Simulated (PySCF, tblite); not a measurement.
# C₅H₄F₂N₂: a rotation path, then NMR shifts on frames, part 2 of 2

tblite 0.8.0 and PySCF 2.14.0. Atoms count from 0. Earlier steps stand in the parts before.

## (5) Shielding tensors: image 4, PBE0/pcSseg-1

The job: settings as JSON, then the geometry in Å.

```
{"job": {"kind": "nmr", "xc": "PBE0", "basis": "pcSseg-1", "pop": false}, "charge": 0, "multiplicity": 1}
F      2.360900     0.098200     1.274500
C      1.784900    -0.377000     0.147500
F      2.475000     0.159500    -0.892200
C      0.329500     0.005800     0.078200
C     -0.593600    -0.781400    -0.586900
C     -1.916600    -0.342300    -0.572900
N     -2.294700     0.759700     0.041800
N     -1.427500     1.506700     0.649200
C     -0.152600     1.174700     0.675800
H      1.939800    -1.468300     0.118700
H     -0.306900    -1.691200    -1.091400
H     -2.704400    -0.897400    -1.061600
H      0.501900     1.853500     1.201600
```

Level: GIAO PBE0/pcSseg-1 NMR shielding, non-relativistic, gas phase.

Output:

```text
coarse grid: 12208 points
cycle   1  E = -501.3417268935  dE =  1.700e+00  |g| = 6.989e-01  |ddm| = 3.610e+00
cycle   2  E = -501.2659377378  dE =  7.579e-02  |g| = 1.006e+00  |ddm| = 1.341e+00
cycle   3  E = -501.4242612337  dE = -1.583e-01  |g| = 1.047e-01  |ddm| = 8.000e-01
cycle   4  E = -501.4253217558  dE = -1.061e-03  |g| = 7.431e-02  |ddm| = 1.384e-01
cycle   5  E = -501.4267004456  dE = -1.379e-03  |g| = 1.184e-02  |ddm| = 9.427e-02
cycle   6  E = -501.4267257452  dE = -2.530e-05  |g| = 5.184e-03  |ddm| = 1.602e-02
cycle   7  E = -501.4267313738  dE = -5.629e-06  |g| = 8.710e-04  |ddm| = 4.438e-03
final grid: 122720 points
cycle   8  E = -501.4893908789  dE = -4.142e-05  |g| = 7.105e-03  |ddm| = 4.012e-02
cycle   9  E = -501.4893860674  dE =  4.812e-06  |g| = 9.097e-03  |ddm| = 1.670e-02
cycle  10  E = -501.4894019891  dE = -1.592e-05  |g| = 1.403e-03  |ddm| = 8.346e-03
cycle  11  E = -501.4894023883  dE = -3.992e-07  |g| = 4.419e-04  |ddm| = 1.574e-03
cycle  12  E = -501.4894024301  dE = -4.181e-08  |g| = 1.737e-04  |ddm| = 6.058e-04
cycle  13  E = -501.4894024360  dE = -5.915e-09  |g| = 3.479e-05  |ddm| = 1.863e-04
cycle  14  E = -501.4894024362  dE = -2.232e-10  |g| = 1.629e-05  |ddm| = 4.779e-05
converged SCF energy = -501.4894024362

GIAO shielding tensors (ppm)
atom      isotropic    diamagn.    paramagn.     s11        s22        s33       span
  0 F      316.645     471.536    -154.890    213.025    344.388    392.523    179.498
  1 C       65.643     235.291    -169.649     50.988     66.042     79.898     28.910
  2 F      286.439     471.593    -185.154    182.766    307.128    369.422    186.656
  3 C       50.326     266.649    -216.322    -56.816     33.296    174.499    231.314
  4 C       59.712     253.358    -193.646    -55.006     51.983    182.158    237.164
  5 C       31.694     250.166    -218.472    -98.673     41.730    152.026    250.699
  6 N     -214.219     321.260    -535.480   -689.042   -210.617    257.000    946.042
  7 N     -208.932     320.912    -529.844   -677.318   -208.867    259.390    936.708
  8 C       35.116     246.167    -211.052    -89.069     37.773    156.643    245.712
  9 H       24.775      27.799      -3.024     22.266     23.886     28.173      5.908
 10 H       24.423      32.431      -8.009     21.229     22.222     29.817      8.588
 11 H       21.898      28.678      -6.780     18.581     19.449     27.664      9.083
 12 H       21.669      30.040      -8.371     17.378     18.567     29.062     11.685
```

It took 15 s on 1 thread of Arm Neoverse V2, shared host; peak memory 0.78 GiB.

This run: δ C5 155.2, C8 151.8, C3 136.6, C4 127.2, H12 10.05, H11 9.82 ppm.

## (6) Nuclear shieldings: image 6, PBE0/pcSseg-1

The job: settings as JSON, then the geometry in Å.

```
{"job": {"kind": "nmr", "xc": "PBE0", "basis": "pcSseg-1", "pop": false}, "charge": 0, "multiplicity": 1}
F      2.196900    -0.378800     1.417000
C      1.788200    -0.370300     0.123800
F      2.568100     0.534800    -0.516100
C      0.333700     0.009700     0.040400
C     -0.615400    -0.831200    -0.510800
C     -1.934300    -0.377500    -0.501800
N     -2.284200     0.784200     0.010300
N     -1.394600     1.573900     0.525300
C     -0.122900     1.231200     0.548400
H      2.000800    -1.362700    -0.305600
H     -0.353400    -1.792000    -0.926600
H     -2.740100    -0.967800    -0.914100
H      0.552700     1.947000     0.992100
```

Level: GIAO PBE0/pcSseg-1 NMR shielding, non-relativistic, gas phase.

Output:

```text
coarse grid: 12208 points
cycle   1  E = -501.3424183838  dE =  1.697e+00  |g| = 6.993e-01  |ddm| = 3.618e+00
cycle   2  E = -501.2671566376  dE =  7.526e-02  |g| = 1.005e+00  |ddm| = 1.338e+00
cycle   3  E = -501.4250327210  dE = -1.579e-01  |g| = 1.040e-01  |ddm| = 7.918e-01
cycle   4  E = -501.4260622087  dE = -1.029e-03  |g| = 7.414e-02  |ddm| = 1.383e-01
cycle   5  E = -501.4274327016  dE = -1.370e-03  |g| = 1.178e-02  |ddm| = 9.526e-02
cycle   6  E = -501.4274577943  dE = -2.509e-05  |g| = 5.114e-03  |ddm| = 1.598e-02
cycle   7  E = -501.4274632981  dE = -5.504e-06  |g| = 8.144e-04  |ddm| = 4.371e-03
final grid: 122720 points
cycle   8  E = -501.4895954229  dE = -4.167e-05  |g| = 7.090e-03  |ddm| = 3.910e-02
cycle   9  E = -501.4895910323  dE =  4.391e-06  |g| = 9.016e-03  |ddm| = 1.646e-02
cycle  10  E = -501.4896064905  dE = -1.546e-05  |g| = 1.334e-03  |ddm| = 8.214e-03
cycle  11  E = -501.4896068416  dE = -3.511e-07  |g| = 4.201e-04  |ddm| = 1.467e-03
cycle  12  E = -501.4896068782  dE = -3.659e-08  |g| = 1.793e-04  |ddm| = 5.919e-04
cycle  13  E = -501.4896068847  dE = -6.521e-09  |g| = 3.461e-05  |ddm| = 1.989e-04
cycle  14  E = -501.4896068849  dE = -2.201e-10  |g| = 1.594e-05  |ddm| = 4.765e-05
converged SCF energy = -501.4896068849

GIAO shielding tensors (ppm)
atom      isotropic    diamagn.    paramagn.     s11        s22        s33       span
  0 F      289.165     471.934    -182.769    196.697    312.778    358.021    161.324
  1 C       64.312     235.958    -171.646     51.347     69.187     72.401     21.054
  2 F      292.615     471.642    -179.027    199.250    317.510    361.085    161.835
  3 C       49.819     266.763    -216.944    -56.758     30.752    175.463    232.220
  4 C       60.080     253.425    -193.346    -53.696     53.905    180.030    233.726
  5 C       31.434     250.112    -218.678    -98.570     41.484    151.389    249.960
  6 N     -213.310     321.243    -534.553   -687.546   -209.087    256.702    944.248
  7 N     -207.523     320.999    -528.523   -673.864   -207.662    258.956    932.821
  8 C       33.723     246.125    -212.401    -90.948     36.975    155.143    246.091
  9 H       24.913      28.123      -3.210     22.826     23.492     28.420      5.595
 10 H       24.490      32.560      -8.071     21.397     22.376     29.695      8.298
 11 H       21.907      28.655      -6.748     18.637     19.450     27.635      8.998
 12 H       21.632      29.725      -8.094     17.228     18.653     29.013     11.785
```

It took 15 s on 1 thread of Arm Neoverse V2, shared host; peak memory 0.78 GiB.

Key values: δ C5 155.5, C8 153.2, C3 137.1, C4 126.8, H12 10.09, H11 9.81 ppm.

## (7) Nuclear shieldings: image 8, PBE0/pcSseg-1

The job: settings as JSON, then the geometry in Å.

```
{"job": {"kind": "nmr", "xc": "PBE0", "basis": "pcSseg-1", "pop": false}, "charge": 0, "multiplicity": 1}
F      2.069200    -0.862100     1.339900
C      1.789700    -0.359900     0.108600
F      2.599100     0.709800    -0.058800
C      0.337200     0.028300     0.022300
C     -0.622000    -0.860400    -0.429600
C     -1.940500    -0.407200    -0.431100
N     -2.278800     0.801700    -0.028800
N     -1.379800     1.634100     0.392500
C     -0.109300     1.288800     0.432300
H      2.074100    -1.123700    -0.633300
H     -0.365400    -1.855400    -0.761500
H     -2.754600    -1.033700    -0.765800
H      0.576800     2.040100     0.795400
```

With the program's defaults for keys left out, this is: GIAO PBE0/pcSseg-1 NMR shielding, non-relativistic, gas phase.

Output:

```text
coarse grid: 12208 points
cycle   1  E = -501.3414968172  dE =  1.698e+00  |g| = 6.986e-01  |ddm| = 3.609e+00
cycle   2  E = -501.2660766972  dE =  7.542e-02  |g| = 1.005e+00  |ddm| = 1.341e+00
cycle   3  E = -501.4239504376  dE = -1.579e-01  |g| = 1.044e-01  |ddm| = 7.988e-01
cycle   4  E = -501.4250014537  dE = -1.051e-03  |g| = 7.408e-02  |ddm| = 1.377e-01
cycle   5  E = -501.4263714214  dE = -1.370e-03  |g| = 1.184e-02  |ddm| = 9.398e-02
cycle   6  E = -501.4263967580  dE = -2.534e-05  |g| = 5.179e-03  |ddm| = 1.600e-02
cycle   7  E = -501.4264023695  dE = -5.612e-06  |g| = 8.674e-04  |ddm| = 4.434e-03
final grid: 122720 points
cycle   8  E = -501.4895526788  dE = -4.309e-05  |g| = 7.159e-03  |ddm| = 3.939e-02
cycle   9  E = -501.4895481536  dE =  4.525e-06  |g| = 9.103e-03  |ddm| = 1.673e-02
cycle  10  E = -501.4895639782  dE = -1.582e-05  |g| = 1.363e-03  |ddm| = 8.291e-03
cycle  11  E = -501.4895643457  dE = -3.675e-07  |g| = 4.325e-04  |ddm| = 1.504e-03
cycle  12  E = -501.4895643852  dE = -3.944e-08  |g| = 1.796e-04  |ddm| = 5.984e-04
cycle  13  E = -501.4895643917  dE = -6.493e-09  |g| = 3.500e-05  |ddm| = 1.972e-04
cycle  14  E = -501.4895643919  dE = -2.260e-10  |g| = 1.665e-05  |ddm| = 4.810e-05
converged SCF energy = -501.4895643919

GIAO shielding tensors (ppm)
atom      isotropic    diamagn.    paramagn.     s11        s22        s33       span
  0 F      283.971     471.863    -187.892    180.851    303.918    367.144    186.293
  1 C       65.533     235.354    -169.821     51.020     66.000     79.579     28.559
  2 F      316.701     471.548    -154.847    213.232    344.389    392.482    179.250
  3 C       50.251     266.691    -216.440    -56.924     32.895    174.780    231.705
  4 C       59.769     253.430    -193.661    -54.894     52.380    181.820    236.714
  5 C       31.474     250.181    -218.707    -99.203     41.548    152.076    251.279
  6 N     -214.898     321.216    -536.114   -690.720   -210.559    256.584    947.304
  7 N     -208.697     320.913    -529.610   -677.106   -208.565    259.580    936.686
  8 C       35.204     246.207    -211.003    -88.967     38.046    156.532    245.500
  9 H       24.782      27.824      -3.042     22.265     23.899     28.183      5.919
 10 H       24.412      32.422      -8.010     21.234     22.227     29.775      8.541
 11 H       21.889      28.680      -6.792     18.527     19.464     27.674      9.147
 12 H       21.661      29.984      -8.323     17.330     18.604     29.050     11.721
```

Run time: 15 s. Hardware: 1 thread of Arm Neoverse V2, shared host; peak memory 0.78 GiB.

In short: δ C5 155.5, C8 151.7, C3 136.7, C4 127.2, H12 10.06, H11 9.83 ppm.

## (8) Run by run: NMR shifts

Shifts (ppm) of some atoms, chosen among heavy atoms and hydrogens apart, with basis size and wall time:

| frame | C1 | H12 | H10 | F0 | F2 | N6 | N7 | functions | time |
| --- | --- | --- | --- | --- | --- | --- | --- | --- | --- |
| image 0 | 119.3 | 9.79 | 7.55 | -145.6 | -147.5 | 478.1 | 473.5 | 173 | 15 s |
| image 2 | 119.5 | 9.91 | 7.43 | -158.0 | -130.5 | 481.4 | 477.3 | 173 | 15 s |
| image 4 | 121.3 | 10.05 | 7.29 | -145.7 | -115.5 | 481.9 | 476.7 | 173 | 15 s |
| image 6 | 122.6 | 10.09 | 7.23 | -118.2 | -121.7 | 481.0 | 475.3 | 173 | 15 s |
| image 8 | 121.4 | 10.06 | 7.31 | -113.0 | -145.8 | 482.6 | 476.4 | 173 | 15 s |

## (9) Summary of results

The summary covers parts 1 to 2.

```
                                         quantity                                  value
                                          barrier     0.014 eV (0.3 kcal/mol) at image 4
                            end to end (GFN2-xTB)                               0.012 eV
  ¹³C shifts against TMS (PBE0/pcSseg-1, image 0)  155.4, 151.3, 138.4, 125.7, 119.3 ppm
   ¹H shifts against TMS (PBE0/pcSseg-1, image 0)             9.81, 9.79, 7.55, 7.05 ppm
¹⁹F shifts against CFCl3 (PBE0/pcSseg-1, image 0)                     -145.6, -147.5 ppm
  ¹⁵N shifts against NH3 (PBE0/pcSseg-1, image 0)                       478.1, 473.5 ppm
                         range of the shift of F0                   -158.0 to -113.0 ppm
```

**Reading.** Along the band the dihedral turns by 121°, and the top (dihedral 91°) lies 0.3 kcal/mol above the start (GFN2-xTB, rough), so at room temperature this motion is fast. Ends this close can change order at a higher level. The top was not checked by a frequency run. Shifts at one fixed geometry are not the observed spectrum, which averages over the motion. NICS(1)zz of -29 ppm above the planar ring from C3 marks a diatropic (aromatic) ring current. Across the 5 runs the shift of F0 moves most, between -158.0 (image 2) and -113.0 ppm (image 8).
